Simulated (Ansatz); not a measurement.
# CH₆OSSi: up Jacob's ladder to CCSD(T)

How much do the methods differ for CH₆OSSi? The plan is to run it at one geometry with functionals of several rungs and with coupled cluster. The yardstick is the atomisation energy at the CCSD(T) limit.

The runs use Ansatz 0.2.0, Gaussian basis; functionals in def2-TZVPP, the program's frozen cores in correlated methods.

Plan: LDA (SPW92), PBE-D4, revPBE-D4, BLYP-D4, r2SCAN-D4, B97M-V, PBE0-D4, B3LYP-D4, r2SCANh-D4, r2SCAN0-D4, HSE06-D4, BHLYP-D4, CAM-B3LYP-D4, LC-ωPBE, ωB97X-V, ωB97M-V, B2PLYP, PBE-QIDH; CCSD(T)/def2-SVP; CCSD(T)/def2-TZVPP; MP2/def2-QZVPP; extrapolation to the limit; RPA on PBE.

## 1. Structure used throughout

All runs share one geometry, relaxed beforehand with PBE0-D4 in a triple-zeta def2 set.

SMILES `OCS[SiH3]`, 10 atoms, charge 0, spin multiplicity 1.

Atoms are counted from 1 here; the program's logs count them from 0.

Bond lengths: O1–C2 1.389 Å, O1–H5 0.962 Å, C2–S3 1.838 Å, C2–H6 1.089 Å, C2–H7 1.096 Å, S3–Si4 2.125 Å, Si4–H8 1.482 Å, Si4–H9 1.491 Å, Si4–H10 1.487 Å. Angles: C2–O1–H5 109.1°, O1–C2–S3 114.6°, O1–C2–H6 107.0°, O1–C2–H7 112.8°, S3–C2–H6 105.2°, S3–C2–H7 108.3°, H6–C2–H7 108.6°, C2–S3–Si4 98.7°, S3–Si4–H8 107.2°, S3–Si4–H9 110.7°, S3–Si4–H10 111.4°, H8–Si4–H9 109.6°, H8–Si4–H10 110.5°, H9–Si4–H10 107.5°.

As a file:

```
O    -0.10837    1.86489   -0.93626
C     0.56149    0.66330   -1.12765
S    -0.50546   -0.83054   -1.03898
Si   -0.43687   -1.15215    1.06089
H    -0.48426    1.87756   -0.05106
H     0.95250    0.67510   -2.14448
H     1.39830    0.52926   -0.43308
H    -1.37236   -2.26051    1.36557
H    -0.86048    0.07462    1.79532
H     0.93851   -1.49273    1.51263
```

## 2. LDA

This LDA is Slater exchange with PW92 correlation.

in.yaml reads:

```yaml
crystal:
  periodic: [false, false, false]
  atoms:
    - {symbol: O, position_ang: [-0.108372, 1.864886, -0.936263]}
    - {symbol: C, position_ang: [0.561493, 0.663298, -1.127646]}
    - {symbol: S, position_ang: [-0.505463, -0.830535, -1.038976]}
    - {symbol: Si, position_ang: [-0.436868, -1.152154, 1.060885]}
    - {symbol: H, position_ang: [-0.484260, 1.877564, -0.051064]}
    - {symbol: H, position_ang: [0.952498, 0.675097, -2.144478]}
    - {symbol: H, position_ang: [1.398305, 0.529264, -0.433081]}
    - {symbol: H, position_ang: [-1.372356, -2.260513, 1.365572]}
    - {symbol: H, position_ang: [-0.860482, 0.074625, 1.795323]}
    - {symbol: H, position_ang: [0.938505, -1.492730, 1.512628]}
basis:
  gaussian: {orbitals: def2-TZVPP}
hamiltonian: {xc: lda}
output: {orbitals: {seedname: orbitals}}
```

Started as:

```console
ansatz run in.yaml --threads 2 --pin off --events-out ev --progress --plain --max-ram 4352MiB
```

After this run come: PBE-D4 (GGA); revPBE-D4 (GGA); BLYP-D4 (GGA); r2SCAN-D4 (meta-GGA); B97M-V (meta-GGA); PBE0-D4 (hybrid); B3LYP-D4 (hybrid); r2SCANh-D4 (hybrid); r2SCAN0-D4 (hybrid); HSE06-D4 (hybrid); BHLYP-D4 (hybrid); CAM-B3LYP-D4 (range-separated); LC-ωPBE (range-separated); ωB97X-V (range-separated); ωB97M-V (range-separated); B2PLYP (double hybrid); PBE-QIDH (double hybrid); CCSD(T) in def2-SVP; CCSD(T) in def2-TZVPP; MP2 in def2-QZVPP; RPA on PBE orbitals.

Before running them: what should the planned runs give, taken together? Wanted: atomisation energy, CCSD(T)/CBS; farthest beyond LDA; mean size of error, GGA; mean size of error, meta-GGA; mean size of error, hybrid; mean size of error, range-separated; mean size of error, double hybrid; gap, smallest and largest; T1 diagnostic.

**Answer**, as computed:

```
                               quantity                                                        value
        atomisation energy, CCSD(T)/CBS                                               797.4 kcal/mol
functionals within 4.0 kcal/mol (0.5 %)  r2SCAN-D4, B97M-V, B3LYP-D4, CAM-B3LYP-D4, ωB97X-V, ωB97M-V
                    farthest beyond LDA                                    BHLYP-D4 (-25.9 kcal/mol)
                mean size of error, GGA                                                 7.8 kcal/mol
           mean size of error, meta-GGA                                                 0.6 kcal/mol
             mean size of error, hybrid                                                 9.4 kcal/mol
    mean size of error, range-separated                                                 4.1 kcal/mol
      mean size of error, double hybrid                                                12.2 kcal/mol
              gap, smallest and largest                    4.95 eV (LDA (SPW92)), 12.08 eV (LC-ωPBE)
                          T1 diagnostic                                                       0.0115
triples share of the correlation energy                                                        3.9 %
```

What this shows: The LDA atomisation energy is off by 112.8 kcal/mol (14 %): it overbinds. PBE-D4 is off by +8.3 kcal/mol. Double hybrids carry the basis error of their MP2 part in triple zeta, and no dispersion term here, so their miss is partly the set-up's. By mean error the best rung here is meta-GGA (0.6 kcal/mol) and the worst beyond LDA is double hybrid (12.2 kcal/mol). Misses under about 4.0 kcal/mol are within the doubt on the reference itself, which lacks core-valence correlation, relativity and higher excitations. Hartree-Fock recovers 71 % of the binding; the rest is correlation. CCSD(T) in def2-SVP is off by -56.6 kcal/mol, which most functionals beat. Orbital gaps span 5.0 to 12.1 eV; exact exchange widens them.
